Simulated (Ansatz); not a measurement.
CH₃ClMgS, SMILES C[S][Mg][Cl], a single point in a Gaussian basis

With Ansatz's Python interface.

Run as a notebook:

```python
import ansatz

ch3clmgs = (
    ansatz.Crystal.molecule()
    .atom("C", (-0.3722, 1.0994, -0.0436))
    .atom("S", (0.6442, 0.5568, 1.2873))
    .atom("Mg", (0.7294, -1.6764, 0.3185))
    .atom("Cl", (0.9463, -3.848, -0.6049))
    .atom("H", (-1.3532, 0.5396, -0.0883))
    .atom("H", (-0.6676, 2.2295, 0.1054))
    .atom("H", (0.1342, 1.031, -1.0202))
)

setup = (
    ch3clmgs.calculation()
    .basis(gaussian="6-31G*")
    .functional(ansatz.LibraryFunctional("B97M-V"))
)
trace = []
result = setup.session().plan().execute(on_event=trace.append)
report = result.report

report["reference_energy_ev"]
```

    -29882.53270412315

```python
{key: value for key, value in report.items() if isinstance(value, (int, float)) and "ev" in key}
```

    {'free_energy_ev': -29882.53270412315, 'reference_energy_ev': -29882.53270412315}

```python
report["positions_ang"]
```

    [[-0.3722, 1.0994, -0.0436], [0.6442, 0.5568, 1.2873], [0.7294, -1.6764, 0.3185],
     [0.9463, -3.848, -0.6049], [-1.3532, 0.5396, -0.0883], [-0.6676, 2.2295, 0.1054],
     [0.1342, 1.031, -1.0202]]

```python
for event in trace:
    if event["event"] == "mean_field_evaluation" and event["data"]["evaluation"] <= 25:
        print("pass {evaluation:3d}  E = {energy_ev:.6f} eV  gradient {gradient_ev:.1e}".format(**event["data"]))
```

    pass   1  E = -29877.574668 eV  gradient 4.0e+01
    pass   2  E = -29867.792402 eV  gradient 6.7e+01
    pass   3  E = -29882.354234 eV  gradient 8.1e+00
    pass   4  E = -29882.548705 eV  gradient 3.8e+00
    pass   5  E = -29882.590761 eV  gradient 8.9e-01
    pass   6  E = -29882.592908 eV  gradient 2.0e-01
    pass   7  E = -29882.595447 eV  gradient 2.2e-01
    pass   8  E = -29882.595607 eV  gradient 4.1e-02
    pass   9  E = -29882.532552 eV  gradient 2.1e-01
    pass  10  E = -29882.532634 eV  gradient 2.9e-02
    pass  11  E = -29882.532636 eV  gradient 1.5e-02
    pass  12  E = -29882.532637 eV  gradient 3.2e-03
    pass  13  E = -29882.532637 eV  gradient 4.0e-04
    pass  14  E = -29882.532637 eV  gradient 4.9e-04
    pass  15  E = -29882.532637 eV  gradient 1.2e-04
    pass  16  E = -29882.532637 eV  gradient 5.3e-05
    pass  17  E = -29882.532637 eV  gradient 5.3e-05

```python
print("reference energy %16.6f eV" % report["reference_energy_ev"])
print("total energy     %16.6f eV" % report["free_energy_ev"])
print("occupied orbitals outside the frozen core (up, down):", report["n_occupied"], " frozen:", report["n_frozen"], " virtual:", report["n_virtual"])
```

    reference energy    -29882.532704 eV
    total energy        -29882.532704 eV
    occupied orbitals outside the frozen core (up, down): [27, 27]  frozen: 0  virtual: [51, 51]

```python
field = report["mean_field"]
print("<S^2> =", round(abs(field["state"]["spin_squared"]), 4), " all-electron relativity setting:", field["relativity"])
print("passes:", field["passes"])
if "symmetry" in field:
    print("occupied orbitals by irrep:", field["symmetry"]["occupied"])
```

    <S^2> = 0.0  all-electron relativity setting: none
    passes: {'evaluations': 15, 'products': 11}
    occupied orbitals by irrep: [{'A': 27}, {'A': 27}]

Reading the output:
- Total energies depend on the basis set; only differences at equal settings carry meaning.
- The geometry is a force-field or estimated start, not a minimum of this method, and the basis set is short of its limit.
- Early passes use coarser integrals and grids, so their energies can't be compared with the last.
- Hardware and time: 10 s on 1 thread of Arm Neoverse V2 (shared host), peak memory 0.23 GiB.
